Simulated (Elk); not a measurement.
# LaZn: a single-point run

Aim: a sound single-point run of LaZn. The structure is shown as the input types it.

Method: DFT, LDA (Perdew-Wang), all-electron APW+lo, Dirac cores, scalar-relativistic bands; ground state, in Elk 11.2.3 (patched build).

## 1. The system as given

The structure is cubic, space group Pm-3m (No. 221). Conventional cell: a = 3.750 Å, b = 3.750 Å, c = 3.750 Å, α = 90.00°, β = 90.00°, γ = 90.00°. Around La (site symmetry m-3m) lie 8 Zn at 3.25 Å. Zn (site symmetry m-3m) is surrounded by 8 La at 3.25 Å.

Structure file:

```xyz
2
Lattice="3.7500 0.0000 0.0000 0.0000 3.7500 0.0000 0.0000 0.0000 3.7500" Properties=species:S:1:pos:R:3 pbc="T T T"
La    1.8750    1.8750    1.8750
Zn    0.0000    0.0000    0.0000
```

## 2. Input and run

The input, elk.in:

```
tasks
  0

xctype
  3

rgkmax
  7.5

gmaxvr
  14.0

lmaxapw
  9

lmaxo
  7

lmaxi
  2

nrmtscf
  1.5

lradstp
  4

nempty
  5

epspot
  1e-06

epsengy
  0.0001

maxscl
  80

swidth
  0.001

sppath
  './'

avec
  7.08647296735 0.00000000000 0.00000000000
  0.00000000000 7.08647296735 0.00000000000
  0.00000000000 0.00000000000 7.08647296735

atoms
  2
  'la_paw.in'
  1
  0.500000000000 0.500000000000 0.500000000000   0.000 0.000 0.000
  'Zn.in'
  1
  0.000000000000 0.000000000000 0.000000000000   0.000 0.000 0.000

ngridk
  8 8 8
```

Launch:

```
OMP_NUM_THREADS=1 elk
```

What happens when this is run?

The program refused the input before any cycle. The line that matters: «Error(readspecies): error opening species file ./la_paw.in  »

The file name is wrong.

As a rule, give the right file name.
